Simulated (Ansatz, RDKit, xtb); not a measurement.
**InSiBrOF: a search for the lowest isomer**

Given the formula InSiBrOF (odd number of electrons) and nothing else, which arrangement of the atoms is the most stable in the gas at 298.15 K, and what are its properties?

The funnel: GFN2-xTB relaxations, single points with a density functional, relaxations at PBE0-D3(BJ)/def2-SVP, harmonic vibrations, and a last energy at a higher level. All values are calculated.

5 further runs of the same task are left out: 5 set aside as unsound or not needed.

**1. Candidates**

A program enumerates the bonding patterns with one Lewis structure each (two rings at most, one unusual centre or charged pair), with their diastereomers. O–O, O–halogen and N–halogen bonds and N–N–N chains are not drawn. That gives 14 candidates.

```tsv
label	SMILES	spin
c191	O=[Si][In]([F])[Br]	doublet
c276	O=[Si](Br)[In][F]	doublet
c277	F[Si@]1(Br)[O][In]1	doublet
c469	F[Si][O][In][Br]	doublet
c561	[F][In@-]1([Br])[O+]=[Si]1	doublet
c589	[O][In]([F])[Si]Br	doublet
c682	[F][In][O][Si]Br	doublet
c705	[O][Si@](F)(Br)[In]	doublet
c737	[F][In]1[O][Si]1Br	doublet
c748	[O-][In+][Si](F)Br	doublet
c815	O=[Si](F)[In][Br]	doublet
c888	F[Si](Br)[O][In]	doublet
c938	F[Si]1[O][In]1[Br]	doublet
c964	[O][In]([Br])[Si]F	doublet
```

Candidates are built by distance geometry, with a force field where one applies, in up to four conformers (letters a to d). 16 starts with atoms placed at random are added, to find patterns that the rules miss.

Q: Predict the outcome of this search (final energies at CCSD(T)/def2-SVP + MP2/def2-TZVPP - MP2/def2-SVP).

| quantity | value |
| --- | --- |
| lowest structure found | F[Si](Br)[O][In], doublet, C1 |
| next finalist | F[Si]1[O][In]1[Br], doublet, 22.6 kcal/mol higher in G |
| share at equilibrium, among the finalists | 100.0 % |
| harmonic wavenumbers, lowest and highest (PBE0-D3(BJ)/def2-SVP) | 30 and 1017 cm⁻¹ |
| rotational constants, same geometry | 0.0665, 0.02378, 0.01827 cm⁻¹ |
| dipole moment (PBE0/def2-TZVPD) | 3.87 D |
| HOMO energy (highest over α and β) (PBE0/def2-TZVPD) | -6.35 eV |
| LUMO energy (lowest over α and β) (PBE0/def2-TZVPD) | -2.74 eV |
| vertical ionisation energy (to the singlet cation) | 8.27 eV |
| vertical electron affinity | 1.22 eV |
| vertical quartet less doublet | +3.78 eV |

`F[Si](Br)[O][In]` comes out lowest. The margin of 22.6 kcal/mol over the next finalist is beyond the usual error of the last level; it says nothing of structures that weren't ranked. r2SCAN-D4/def2-SVP, PBE0-D3(BJ)/def2-SVP, HF/def2-SVP and MP2/def2-SVP already put its bonding pattern lowest among the structures in one piece. Spin-orbit coupling, which matters for elements this heavy, is left out. 6 minima inside the window were never screened. Lowest found is not proven lowest: the search is finite, and each finalist counts with one conformer.
